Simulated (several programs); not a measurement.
# Many methods on one cell: KRbF2 (ordering on rocksalt)

An ordered 4-atom cell of KRbF2 on the rocksalt lattice (R-3m), relaxed with r2SCAN in Ansatz, was computed with several methods. It is trigonal, R-3m (No. 166); a = 3.866 Å, c = 19.036 Å in the conventional setting, 20.53 Å³ an atom. Around K lie 6 F at 2.69 Å; around Rb lie 6 F at 2.79 Å; around F lie 3 K at 2.69 Å and 3 Rb at 2.79 Å. These are computed values for a spin-unpolarised cell that may be hypothetical; none is a measurement.

```cif
data_structure
_symmetry_space_group_name_H-M 'R-3m:H'
_symmetry_Int_Tables_number 166
_cell_length_a 3.8657
_cell_length_b 3.8657
_cell_length_c 19.0357
_cell_angle_alpha 90.000
_cell_angle_beta 90.000
_cell_angle_gamma 120.000
_cell_volume 246.35
loop_
_atom_site_label
_atom_site_type_symbol
_atom_site_symmetry_multiplicity
_atom_site_Wyckoff_symbol
_atom_site_fract_x
_atom_site_fract_y
_atom_site_fract_z
_atom_site_occupancy
K1 K 3 a 0.00000 0.00000 0.00000 1
Rb1 Rb 3 b 0.66667 0.33333 0.83333 1
F1 F 6 c 0.33333 0.66667 0.92155 1
```

Gaps and times are for a single point on this cell; volume and bulk modulus come from each method's own relaxation or energy curve at fixed shape, which is too stiff where a cell has free coordinates or axes. Times are rough, from shared hosts (Arm Neoverse V1; Intel Xeon 6975P-C), and each method has its own mesh and cell size. A double dagger marks a value from a curve with shape and coordinates held. PM6 (MOPAC), PM7 (MOPAC), GFN1-xTB (tblite) treat a cluster of cells at its zone centre, which samples few k points: where these miss a band edge, the gap comes out too large for that reason alone. Gaps from k meshes are read at a limited set of points (mesh, symmetry points, PBE's band edges), so each method's own least gap may be somewhat smaller. Force fields have no electrons; where one was fitted to this phase, its volume and modulus reflect the fit. xTB and the PM methods were fitted mostly to molecules, and can miss a solid's gap by electronvolts. Minimal bases can be far off for gaps. Times of the plane-wave rungs are withheld (a dash), since they come from other jobs, hosts and meshes; the meshes of hybrids and Hartree-Fock don't converge their gaps to the digits shown. G0W0 is at finite bands, cutoff and mesh. d marks a direct gap, i an indirect one (no mark: not told apart), a dash a value that wasn't computed or didn't pass its checks.

```
                               method              kind  gap (eV)  own volume (Å³/atom)  bulk modulus (GPa)  atoms computed  processor time
                  ffield.eim (LAMMPS)       force field         –                     –                   –               4          0.14 s
     light PBE (260 eV, its own mesh)  light plane-wave    5.95 i                     –                   –               4           1.3 s
                          PM6 (MOPAC)    semi-empirical     13.25                     –                   –         cluster           3.4 s
                    GFN1-xTB (tblite)     tight binding      2.74                     –                   –         cluster             5 s
                          PM7 (MOPAC)    semi-empirical      3.67                21.37‡                 42‡         cluster           6.3 s
                                  PBE         semilocal    6.00 d                 21.75                 27‡               4               –
                               r2SCAN         semilocal    6.65 d                 20.53                 33‡               4               –
                              PBE+SOC         semilocal    5.97 d                     –                   –               4               –
                       PBE/SZV (CP2K)       small basis    3.35 d                     –                   –               4            79 s
               PBE/single zeta (GPAW)       small basis    4.76 i                     –                   –               4         2.1 min
                      PBE/DZVP (CP2K)       small basis    5.97 d                21.91‡                 27‡               4         3.1 min
G0W0@r2SCAN (140 eV screening cutoff)         many-body      9.55                     –                   –               4               –
 G0W0@HSE06 (140 eV screening cutoff)         many-body     10.12                     –                   –               4               –
                                HSE06            hybrid    7.96 i                     –                   –               4               –
                                 PBE0            hybrid    8.73 i                     –                   –               4               –
   G0W0@PBE (210 eV screening cutoff)         many-body      9.36                     –                   –               4               –
```

Against HSE06 (7.96 eV) the nearest gap at the points sampled is that of PBE0 (+0.77 eV) and the farthest that of PM6 (MOPAC) (+5.29 eV). HSE06 is only a yardstick of convenience: for gaps this wide it usually falls short of measured ones, so a larger value can be the better one.

Volumes against r2SCAN's: PBE +6.0 %.

Runs without a result: GFN2-xTB (tblite) (single point), GLLB-SC (GPAW) (single point, out of time).

Only the rows marked +SOC include spin-orbit coupling.
